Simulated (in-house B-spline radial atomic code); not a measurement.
# Cu⁷⁺: excited configurations in jj coupling

Wanted: excitation energies of Cu⁷⁺ as differences of total energies (ΔSCF).

Method: Dirac-Hartree-Fock, average of configuration, Fermi nucleus, basis-set limit. Code: in-house B-spline radial atomic code version 1.

## (1) Starting point

| Property | Result |
| --- | --- |
| element | copper (Z = 29) |
| charge | +7 |
| electrons | 22 |
| configuration | 1s2 2s2 2p6 3s2 3p6 3d-4 |
| Hamiltonian | Dirac-Coulomb |
| nucleus | Fermi, rms radius 3.882 fm |

In configurations, a minus sign after the shell means j = l − 1/2 and a plus sign j = l + 1/2; the count of electrons follows.

Input settings:

```ini
Z = 29
electrons = 22.0
configuration = 1s2 2s2 2p6 3s2 3p6 3d-4
hamiltonian = dirac
method = hf
spin_polarised = False
nucleus = fermi
rms_radius = 3.8823
mass_number = 63
atomic_mass = 62.929597119
speed_of_light = 137.035999084
```

From the earlier run of the reference: total energy -1637.441604 hartree. Levels, eight at most:

```csv
orbital,occupation,energy (eV),<r> (bohr)
1s1/2,2,-9216.13,0.05211
2s1/2,2,-1302.23,0.2337
2p1/2,2,-1158.63,0.2041
2p3/2,4,-1134.13,0.2066
3s1/2,2,-292.20,0.6733
3p1/2,2,-248.46,0.6822
3p3/2,4,-236.04,0.6936
3d3/2,4,-167.12,0.6944
```

## (2) Configuration 1s2 2s2 2p6 3s2 3p6 3d-3 7g-1

Input settings:

```ini
Z = 29
electrons = 22.0
configuration = 1s2 2s2 2p6 3s2 3p6 3d-3 7g-1
hamiltonian = dirac
method = hf
spin_polarised = False
nucleus = fermi
rms_radius = 3.8823
mass_number = 63
atomic_mass = 62.929597119
speed_of_light = 137.035999084
```

## (3) Configuration 1s2 2s2 2p6 3s2 3p6 3d-2 3d+1 7s1

The settings differ from step 2 so:

```diff
@@ -2,3 +2,3 @@
 electrons = 22.0
-configuration = 1s2 2s2 2p6 3s2 3p6 3d-3 7g-1
+configuration = 1s2 2s2 2p6 3s2 3p6 3d-2 3d+1 7s1
 hamiltonian = dirac
```

## (4) 1s2 2s2 2p6 3s2 3p6 3d-2 3d+1 5g+1

The settings differ from step 3 so:

```diff
@@ -2,3 +2,3 @@
 electrons = 22.0
-configuration = 1s2 2s2 2p6 3s2 3p6 3d-2 3d+1 7s1
+configuration = 1s2 2s2 2p6 3s2 3p6 3d-2 3d+1 5g+1
 hamiltonian = dirac
```

## (5) 1s2 2s2 2p6 3s2 3p-2 3p+3 3d-1 3d+3 5d-1

The settings differ from step 4 so:

```diff
@@ -2,3 +2,3 @@
 electrons = 22.0
-configuration = 1s2 2s2 2p6 3s2 3p6 3d-2 3d+1 5g+1
+configuration = 1s2 2s2 2p6 3s2 3p-2 3p+3 3d-1 3d+3 5d-1
 hamiltonian = dirac
```

## (6) 1s2 2s2 2p6 3s2 3p6 3d-1 3d+2 7f-1

The settings differ from step 5 so:

```diff
@@ -2,3 +2,3 @@
 electrons = 22.0
-configuration = 1s2 2s2 2p6 3s2 3p-2 3p+3 3d-1 3d+3 5d-1
+configuration = 1s2 2s2 2p6 3s2 3p6 3d-1 3d+2 7f-1
 hamiltonian = dirac
```

## (7) 1s2 2s2 2p6 3s2 3p-1 3p+4 3d-3 3d+1 6g-1

The settings differ from step 6 so:

```diff
@@ -2,3 +2,3 @@
 electrons = 22.0
-configuration = 1s2 2s2 2p6 3s2 3p6 3d-1 3d+2 7f-1
+configuration = 1s2 2s2 2p6 3s2 3p-1 3p+4 3d-3 3d+1 6g-1
 hamiltonian = dirac
```

## (8) Configuration 1s2 2s2 2p6 3s2 3p-1 3p+4 3d-1 3d+3 5p+1

The settings differ from step 7 so:

```diff
@@ -2,3 +2,3 @@
 electrons = 22.0
-configuration = 1s2 2s2 2p6 3s2 3p-1 3p+4 3d-3 3d+1 6g-1
+configuration = 1s2 2s2 2p6 3s2 3p-1 3p+4 3d-1 3d+3 5p+1
 hamiltonian = dirac
```

## (9) Run with 1s2 2s2 2p6 3s2 3p-2 3p+3 3d-3 3d+1 4s1

The settings differ from step 8 so:

```diff
@@ -2,3 +2,3 @@
 electrons = 22.0
-configuration = 1s2 2s2 2p6 3s2 3p-1 3p+4 3d-1 3d+3 5p+1
+configuration = 1s2 2s2 2p6 3s2 3p-2 3p+3 3d-3 3d+1 4s1
 hamiltonian = dirac
```

## (10) 1s2 2s2 2p6 3s2 3p-2 3p+3 3d+4 5f-1

The settings differ from step 9 so:

```diff
@@ -2,3 +2,3 @@
 electrons = 22.0
-configuration = 1s2 2s2 2p6 3s2 3p-2 3p+3 3d-3 3d+1 4s1
+configuration = 1s2 2s2 2p6 3s2 3p-2 3p+3 3d+4 5f-1
 hamiltonian = dirac
```

How far above the reference does each configuration lie (order and size, in eV)?

**Answer**, as computed:

| net move | configuration | energy above the reference (eV) | with Breit, QED, recoil (eV) | largest <r> (bohr) |
| --- | --- | --- | --- | --- |
| 3d3/2, 3p3/2 → 3d5/2, 4s | 1s2 2s2 2p6 3s2 3p-2 3p+3 3d-3 3d+1 4s1 | 131.00 | 130.91 | 1.58 |
| 2×3d3/2 → 3d5/2, 5g9/2 | 1s2 2s2 2p6 3s2 3p6 3d-2 3d+1 5g+1 | 131.38 | 131.32 | 3.43 |
| 2×3d3/2 → 3d5/2, 7s | 1s2 2s2 2p6 3s2 3p6 3d-2 3d+1 7s1 | 141.27 | 141.21 | 6.56 |
| 3d3/2 → 7g7/2 | 1s2 2s2 2p6 3s2 3p6 3d-3 7g-1 | 147.17 | 147.15 | 7.91 |
| 3×3d3/2 → 2×3d5/2, 7f5/2 | 1s2 2s2 2p6 3s2 3p6 3d-1 3d+2 7f-1 | 148.63 | 148.53 | 8.17 |
| 3×3d3/2, 3p1/2 → 3×3d5/2, 5p3/2 | 1s2 2s2 2p6 3s2 3p-1 3p+4 3d-1 3d+3 5p+1 | 189.79 | 189.53 | 3.07 |
| 3×3d3/2, 3p3/2 → 3×3d5/2, 5d3/2 | 1s2 2s2 2p6 3s2 3p-2 3p+3 3d-1 3d+3 5d-1 | 197.52 | 197.31 | 3.41 |
| 4×3d3/2, 3p3/2 → 4×3d5/2, 5f5/2 | 1s2 2s2 2p6 3s2 3p-2 3p+3 3d+4 5f-1 | 206.05 | 205.82 | 3.77 |
| 3d3/2, 3p1/2 → 3d5/2, 6g7/2 | 1s2 2s2 2p6 3s2 3p-1 3p+4 3d-3 3d+1 6g-1 | 221.21 | 221.00 | 5.48 |

**Reading.** The energies run from 131.00 eV (3d3/2, 3p3/2 → 3d5/2, 4s) to 221.21 eV (3d3/2, 3p1/2 → 3d5/2, 6g7/2). 4 of them lie more than 2 % above the ionisation threshold that Koopmans' theorem gives (167.12 eV), where such states can decay by emitting an electron. Two partly filled shells share a symmetry and can mix in the average, which may lower the energy, for: 3×3d3/2, 3p3/2 → 3×3d5/2, 5d3/2. These are averages over configurations, without correlation, not spectroscopic levels.
